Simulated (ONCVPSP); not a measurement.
# Pm: generating and testing an ONCV potential

Do these settings give a usable potential? It is generated, then checked for transferability, scattering, ghosts and hardness.

Method: ONCVPSP 4.0.1, PBE, scalar-relativistic.

## 1. The design

Typed settings, in words:

```
element                 : promethium (Pm, Z = 61)
type                    : optimised norm-conserving Vanderbilt (ONCV)
frozen core             : [Kr] 4d10
valence charge          : 15
reference configuration : 4f5 5s2 5p6 6s1 6p1
partial waves           : 5s+6s: rc 2.25 bohr, ncon 3, nbas 6, qcut 4.8 1/bohr, 3 projectors, debl 3.7 Ha; 5p+6p: rc 2.75 bohr, ncon 5, nbas 10, qcut 4.1 1/bohr, 2 projectors; d scattering state at 0.27 Ha: rc 2.30 bohr, ncon 3, nbas 7, qcut 5 1/bohr, 1 projector; 4f: rc 1.25 bohr, ncon 4, nbas 9, qcut 12.1 1/bohr, 2 projectors, debl 1.6 Ha
local potential         : polynomial inside 1.05 bohr (lpopt 5, dvloc0 0 Ha)
core correction         : not asked for
```

The outer shells as boxes (Hund's rule for the drawing; the calculation is spin-unpolarised):

```
[Kr] core
4d [↑↓][↑↓][↑↓][↑↓][↑↓]
4f [↑ ][↑ ][↑ ][↑ ][↑ ][  ][  ]
5s [↑↓]
5p [↑↓][↑↓][↑↓]
6s [↑ ]
6p [↑ ][  ][  ]
```

An earlier all-electron run gives the scale for the radii.

All-electron outer shells of the reference configuration (PBE, scalar-relativistic, ld1.x):

| shell | level (eV) | outermost node (bohr) | outermost maximum (bohr) |
| --- | --- | --- | --- |
| 4d | -123.98 | 0.29 | 0.60 |
| 5s | -43.15 | 0.70 | 1.29 |
| 5p | -23.93 | 0.75 | 1.46 |
| 6s | -4.23 | 1.73 | 3.68 |
| 4f | -3.38 | – | 0.64 |
| 5d | -2.74 | 0.86 | 2.15 |
| 6p | -1.78 | 2.08 | 4.96 |

## 2. The generation run

Contents of Pm.dat:

```
# ATOM AND REFERENCE CONFIGURATION
# atsym  z   nc   nv     iexc    psfile
  Pm 61.00    9    5        4      upf
#
#   n    l    f
    1    0    2.00
    2    0    2.00
    2    1    6.00
    3    0    2.00
    3    1    6.00
    3    2   10.00
    4    0    2.00
    4    1    6.00
    4    2   10.00
    4    3    5.00
    5    0    2.00
    5    1    6.00
    6    0    1.00
    6    1    1.00
#
# PSEUDOPOTENTIAL AND OPTIMIZATION
# lmax
    3
#
#   l,   rc,      ep,       ncon, nbas, qcut
    0    2.25    0.00    3    6    4.80
    1    2.75    0.00    5   10    4.10
    2    2.30    0.27    3    7    5.00
    3    1.25    0.00    4    9   12.10
#
# LOCAL POTENTIAL
# lloc, lpopt,  rc(5),   dvloc0
    4    5    1.05    0.00
#
# VANDERBILT-KLEINMAN-BYLANDER PROJECTORs
# l, nproj, debl
    0    3    3.70
    1    2    3.30
    2    1    3.00
    3    2    1.60
#
# MODEL CORE CHARGE
# icmod, fcfact, rcfact
    0    0.00    0.00
#
# LOG DERIVATIVE ANALYSIS
# epsh1, epsh2, depsh
   -3.00    5.00    0.02
#
# OUTPUT GRID
# rlmax, drl
    6.00    0.01
#
# TEST CONFIGURATIONS
# ncnf
    4
# nvcnf
#   n    l    f
    5
    4    3    5.00
    5    0    2.00
    5    1    6.00
    6    0    2.00
    6    1    0.00
#
    5
    4    3    5.00
    5    0    2.00
    5    1    6.00
    6    0    1.00
    6    1    0.00
#
    5
    4    3    5.00
    5    0    2.00
    5    1    6.00
    6    0    0.00
    6    1    0.00
#
    5
    4    3    3.00
    5    0    2.00
    5    1    6.00
    6    0    0.00
    6    1    0.00
#
```

Command:

```
$ oncvpsp.x < Pm.dat > Pm.out
```

Q: Predict the outcome of this session. Wanted: cutoffs for 1 and 0.1 mHa per electron, occupied waves; bound ghosts; GHOST(+) flags; largest phase difference near zero energy, channels read; projector energies reset by the program.

**Answer**, as computed:

| quantity | value |
| --- | --- |
| cutoffs for 1 and 0.1 mHa per electron, occupied waves | 69 Ha and 155 Ha |
| bound ghosts | s at -40.17 eV |
| GHOST(+) flags | p at 19 eV |
| largest phase difference near zero energy, channels read | 0.009 rad |
| projector energies reset by the program | d: 0.050 Ha |

It has a bound ghost (s), a state that the atom doesn't have, and that rules the file out. By its cutoff, 69 Ha for the looser tolerance, it is very hard. At the looser tolerance the 4f wave is the slowest; 5s needs 8 Ha. Near zero energy the phases of the channels with partial waves agree within 0.009 rad. The pseudo curves have a pole with no partner nearby in the atom's: p at 0.69 Ha. At positive energy that is a spurious or a displaced resonance. The program also flags highly localised states, GHOST(+) (p). All of this concerns the isolated atom, not yet a solid.
